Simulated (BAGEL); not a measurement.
**GeSiH4F (SMILES F[SiH][GeH3]): UHF/6-31G(d) (density fitting with qzvpp-jkfit, spherical functions)**

Aim: the vertical electron affinity of GeSiH4F at UHF/6-31G* (density fitting with qzvpp-jkfit, spherical functions), from 2 runs. 

The results are computed with BAGEL 1.2.2.

2 further runs of the same task are left out: 1 that didn't finish, 1 set aside as unsound or not needed.

## (1) The molecule

The species is GeSiH4F (7 atoms), meant as a doublet with charge 0. As SMILES, `F[SiH][GeH3]`. Geometry: relaxed at PBE0-D4/def2-TZVP.

Bond lengths: F1–Si2 1.610 Å, Si2–Ge3 2.386 Å, Si2–H4 1.494 Å, Ge3–H5 1.538 Å, Ge3–H6 1.535 Å, Ge3–H7 1.540 Å. Angles: F1–Si2–Ge3 110.1°, F1–Si2–H4 106.6°, Ge3–Si2–H4 113.1°, Si2–Ge3–H5 107.6°, Si2–Ge3–H6 109.9°, Si2–Ge3–H7 112.2°, H5–Ge3–H6 109.0°, H5–Ge3–H7 109.1°, H6–Ge3–H7 109.0°.

## (2) The energy at UHF/6-31G(d) (density fitting with qzvpp-jkfit, spherical functions)

File input.json:

```json
{ "bagel" : [

{
  "title" : "molecule",
  "basis" : "6-31gs.json",
  "df_basis" : "qzvpp-jkfit",
  "angstrom" : "true",
  "geometry" : [
    { "atom" : "F", "xyz" : [      -0.828200,      -1.797600,       1.409500 ] },
    { "atom" : "Si", "xyz" : [      -0.880400,      -1.140500,      -0.059400 ] },
    { "atom" : "Ge", "xyz" : [       0.333800,       0.913400,      -0.081600 ] },
    { "atom" : "H", "xyz" : [      -0.325400,      -2.158700,      -1.001700 ] },
    { "atom" : "H", "xyz" : [       0.289700,       1.465200,      -1.516000 ] },
    { "atom" : "H", "xyz" : [      -0.331000,       1.924700,       0.863100 ] },
    { "atom" : "H", "xyz" : [       1.802700,       0.725500,       0.340400 ] }
  ]
},

{
  "title" : "uhf",
  "nopen" : 1
},

{
  "title" : "print",
  "file" : "orbitals.molden",
  "orbitals" : "true"
}

]}
```

The basis set 6-31G* is read from a file made from the Basis Set Exchange's data (not shown).

Started as:

```bash
BAGEL_NUM_THREADS=1 BAGEL input.json > input.out
```

Output:

```text
* using 1 threads per process

  ===============================================================
  ===============================================================

  *** Geometry ***

  { "atom" : "F", "xyz" : [     -1.565071,     -3.396972,      2.663569 ] },
  { "atom" : "Si", "xyz" : [     -1.663715,     -2.155233,     -0.112250 ] },
  { "atom" : "Ge", "xyz" : [      0.630791,      1.726076,     -0.154202 ] },
  { "atom" : "H", "xyz" : [     -0.614917,     -4.079352,     -1.892939 ] },
  { "atom" : "H", "xyz" : [      0.547454,      2.768827,     -2.864825 ] },
  { "atom" : "H", "xyz" : [     -0.625499,      3.637156,      1.631023 ] },
  { "atom" : "H", "xyz" : [      3.406609,      1.370996,      0.643263 ] },

  Number of auxiliary basis functions:      543

  Since a DF basis is specified, we compute 2- and 3-index integrals:
    o Being stored without compression. Storage requirement is 0.023 GB

  Number of basis functions:       72
  Number of electrons      :       59

    * METHOD: MOLECULE                             2.45

  *** Open-shell HF ***

  === Nuclear Repulsion ===
   243.4029952314

      * DIIS with orbital gradients will be used.

  === UHF iteration (6-31gs.json) ===
      0      -2465.61647020          0.03322035           1.11
      1      -2465.71176787          0.02195353           0.61
      2      -2465.74343955          0.01359908           0.94
      3      -2465.76225806          0.00100378           0.48
      4      -2465.76282022          0.00028455           0.64
      5      -2465.76288177          0.00012964           0.65
      6      -2465.76289919          0.00005245           0.74
      7      -2465.76290312          0.00001995           0.56
      8      -2465.76290422          0.00000896           0.70
      9      -2465.76290454          0.00000338           0.97
     10      -2465.76290457          0.00000141           0.96
     11      -2465.76290457          0.00000062           0.91
     12      -2465.76290457          0.00000020           0.55
     13      -2465.76290457          0.00000007           0.64
     14      -2465.76290457          0.00000004           0.61
     15      -2465.76290457          0.00000002           0.67
     16      -2465.76290457          0.00000001           0.68
     17      -2465.76290457          0.00000001           0.90
    * SCF iteration converged.

    * S^2 (UHF) is 0.7552

    * Permanent dipole moment:
           (    0.051569,    -0.322504,     0.517913) a.u.

    * METHOD: UHF                                 15.51

    * METHOD: PRINT                                0.03

  ===============================================================
```

Wall time 20 s (1 thread of Intel Xeon at 2.50GHz (Skylake/Cascade Lake), shared host).

## (3) The singlet anion, same level

File input.json:

```json
{ "bagel": [

{
  "title": "molecule",
  "basis": "6-31gs.json",
  "df_basis": "qzvpp-jkfit",
  "angstrom": true,
  "geometry": [
    { "atom": "F", "xyz": [   -0.828200,   -1.797600,    1.409500 ] },
    { "atom": "Si", "xyz": [   -0.880400,   -1.140500,   -0.059400 ] },
    { "atom": "Ge", "xyz": [    0.333800,    0.913400,   -0.081600 ] },
    { "atom": "H", "xyz": [   -0.325400,   -2.158700,   -1.001700 ] },
    { "atom": "H", "xyz": [    0.289700,    1.465200,   -1.516000 ] },
    { "atom": "H", "xyz": [   -0.331000,    1.924700,    0.863100 ] },
    { "atom": "H", "xyz": [    1.802700,    0.725500,    0.340400 ] }
  ]
},
{ "title": "hf", "charge": -1 },
{ "title": "print", "file": "orbitals.molden", "orbitals": true }

]}
```

The basis set 6-31G* is read from a file made from the Basis Set Exchange's data (not shown).

Started as:

```bash
BAGEL_NUM_THREADS=1 BAGEL input.json > input.out
```

Output:

```text
* using 1 threads per process

  ===============================================================
  ===============================================================

  *** Geometry ***

  { "atom" : "F", "xyz" : [     -1.565071,     -3.396972,      2.663569 ] },
  { "atom" : "Si", "xyz" : [     -1.663715,     -2.155233,     -0.112250 ] },
  { "atom" : "Ge", "xyz" : [      0.630791,      1.726076,     -0.154202 ] },
  { "atom" : "H", "xyz" : [     -0.614917,     -4.079352,     -1.892939 ] },
  { "atom" : "H", "xyz" : [      0.547454,      2.768827,     -2.864825 ] },
  { "atom" : "H", "xyz" : [     -0.625499,      3.637156,      1.631023 ] },
  { "atom" : "H", "xyz" : [      3.406609,      1.370996,      0.643263 ] },

  Number of auxiliary basis functions:      543

  Since a DF basis is specified, we compute 2- and 3-index integrals:
    o Being stored without compression. Storage requirement is 0.023 GB

  Number of basis functions:       72
  Number of electrons      :       59

    * METHOD: MOLECULE                             1.33

  *** RHF ***

  === Nuclear Repulsion ===
   243.4029952314

      * DIIS with orbital gradients will be used.

  === RHF iteration (6-31gs.json) ===
      0      -2465.62208727          0.01601946           0.31
      1      -2465.71022101          0.01003833           0.17
      2      -2465.75143041          0.00113081           0.39
      3      -2465.75295381          0.00025767           0.33
      4      -2465.75308416          0.00011648           0.26
      5      -2465.75312254          0.00005080           0.21
      6      -2465.75312874          0.00002317           0.28
      7      -2465.75312977          0.00000572           0.34
      8      -2465.75312984          0.00000189           0.30
      9      -2465.75312985          0.00000071           0.38
     10      -2465.75312986          0.00000021           0.38
     11      -2465.75312986          0.00000010           0.44
     12      -2465.75312986          0.00000003           0.20
     13      -2465.75312986          0.00000001           0.41
     14      -2465.75312986          0.00000001           0.40
    * SCF iteration converged.

    * Permanent dipole moment:
           (   -1.315974,    -1.336052,    -0.081680) a.u.

    * METHOD: HF                                   5.94

    * METHOD: PRINT                                0.02

  ===============================================================
```

Wall time 8.1 s (1 thread of Intel Xeon at 2.50GHz (Skylake/Cascade Lake), shared host).

## (4) Summary of results

At UHF/6-31G* (density fitting with qzvpp-jkfit, spherical functions):

| quantity | value |
| --- | --- |
| doublet GeSiH4F: total energy | -2465.76290 Eh |
| doublet GeSiH4F: dipole moment | 1.56 D |
| doublet GeSiH4F: ⟨S²⟩ | 0.755 |
| singlet anion: total energy | -2465.75313 Eh |
| singlet anion: HOMO energy | -0.69 eV |
| singlet anion: LUMO energy | 8.05 eV |
| singlet anion: HOMO–LUMO gap (to an unbound level, set by the basis) | 8.73 eV |
| vertical electron affinity (to the singlet anion) | -0.266 eV |

What this shows: The anion lies 0.27 eV (25.7 kJ/mol) above the neutral: the electron isn't bound at this level, and such a value depends on the basis. Without diffuse functions anions come out too high. Hartree–Fock misses the correlation that binds many anions.
